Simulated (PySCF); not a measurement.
**HfO₂⁻: relaxation and vibrations of the doublet**

Aim: relax HfO₂⁻ as a doublet from a linear start, check by its vibrations whether the end is a minimum, and collect its spectrum and constants.

Computed with PySCF 2.14.0. Level: PBE0, basis Hf def2-SVPD with ECP60, O def2-SVPD, scalar-relativistic core potentials, no spin–orbit coupling, density fitting.

## (1) The system as given

3 atoms, charge -1, spin multiplicity 2.

Bond lengths: Hf1–O2 1.850 Å, Hf1–O3 1.850 Å. Angles: O2–Hf1–O3 180.0°.

```xyz
3
charge -1 multiplicity 2
Hf    0.0000    0.0000    0.0000
O     0.0000    0.0000    1.8500
O     0.0000    0.0000   -1.8500
```

## (2) Finding the electronic state

One driver script runs all steps and calls PySCF; scf.py shows how it sets up the SCF of each step. The optimiser is the driver's own. After this first run the driver tries any further starts and a stability analysis.

scf.py

```python
from pyscf import gto, scf, dft
mol = gto.M(atom='''
Hf     0.000000     0.000000     0.000000
O      0.000000     0.000000     1.850000
O      0.000000     0.000000    -1.850000''',
    basis={'Hf': 'def2-SVPD', 'O': 'def2-SVPD'},
    ecp={'Hf': 'def2-SVPD'},
    charge=-1, spin=1)
mf = dft.UKS(mol, xc='PBE0')
mf.grids.atom_grid = (50, 194)
aux = {'Hf': 'def2-universal-JKFIT', 'O': 'def2-universal-JKFIT'}
mf = mf.density_fit(auxbasis=aux)
mf.conv_tol = 1e-08
mf.diis_space = 10
mf.max_cycle = 60
mf.init_guess = 'minao'
mf.verbose = 4
mf.kernel()
```

The run is started by

```
$ OMP_NUM_THREADS=2 python axn.py task.json out
```

The runs that follow: Linear start, doublet: relaxation; Is it a minimum? Harmonic modes; Leaving the saddle point; Is it a minimum? Harmonic modes.

**Question.** What will these runs give? Wanted: minimum; geometry; wavenumbers; dipole moment; highest occupied, lowest empty level; polar-tensor charge of Hf1; zero-point energy; ⟨S²⟩.

**Answer**, as computed:

| quantity | value |
| --- | --- |
| minimum | doublet, C2v |
| geometry | Hf–O 1.824 Å (×2); O–Hf–O 110.9° |
| wavenumbers (cm⁻¹) | 270 (a1), 777 (b2), 855 (a1) |
| dipole moment (centre of mass) | 4.88 D |
| highest occupied, lowest empty level (either spin) | -0.54, 1.84 eV |
| polar-tensor charge of Hf1 | +0.96 e |
| zero-point energy | 11.4 kJ/mol |
| entropy at 298.15 K | 283.5 J/(mol K) |
| ⟨S²⟩ | 0.753 |

**Reading.** From D∞h at the start the molecule goes to a C2v minimum, after a stop at a second-order saddle point 159.9 kJ/mol higher, from which it was pushed off along an imaginary mode. The strongest infrared band lies at 777 cm⁻¹ (b2, stretch). Most of the spin sits on Hf1 (Mulliken spin 1.19, against 1 for the whole molecule). Other starts or spin states, not run here, may lie lower. Open d and f shells are described by one determinant, and the ground state may have another occupation or spin. Spin–orbit coupling, left out here, can matter for elements this heavy.
